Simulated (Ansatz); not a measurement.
# F2HOSi: the cost of one run

All numbers below are computed with Ansatz 0.2.0 (UKS PBE0-D4/def2-SVP).

## Step 1: The system as given

Bond lengths: O1–Si2 1.699 Å, Si2–F3 1.667 Å, Si2–F4 1.637 Å, Si2–H5 1.473 Å. Angles: O1–Si2–F3 107.6°, O1–Si2–F4 113.3°, O1–Si2–H5 110.4°, F3–Si2–F4 108.2°, F3–Si2–H5 109.9°, F4–Si2–H5 107.5°.

As a file:

```xyz
5

O    -0.7375    0.1686    1.4992
Si    0.0181    0.0237   -0.0158
F     0.8779   -1.4048   -0.0145
F    -1.0395   -0.0180   -1.2641
H     0.9309    1.1569   -0.2462
```

## Step 2: Preparing the start

input.yaml

```yaml
crystal:
  periodic: [false, false, false]
  atoms:
    - { symbol: O, position_ang: [-0.7375, 0.1686, 1.4992] }
    - { symbol: Si, position_ang: [0.0181, 0.0237, -0.0158] }
    - { symbol: F, position_ang: [0.8779, -1.4048, -0.0145] }
    - { symbol: F, position_ang: [-1.0395, -0.018, -1.2641] }
    - { symbol: H, position_ang: [0.9309, 1.1569, -0.2462] }
magnetization:
  spin_polarized: true
  initial_magnetization: 1
basis:
  gaussian: { orbitals: def2-SVP }
hamiltonian:
  xc: pbe0
  dispersion: d4
relax:
  f_tol: 0.02
  max_steps: 40
output:
  orbitals: {}
```

Started as:

```sh
ansatz run input.yaml --threads 1 --pin off --max-ram 2048MiB --backend cpu --events-out ev --progress --plain --runs-dir out
```

What time and memory should one allow on 1 thread of Intel Xeon 6975P-C (Granite Rapids), shared host?

About 31 s, with a peak of 0.18 GiB.
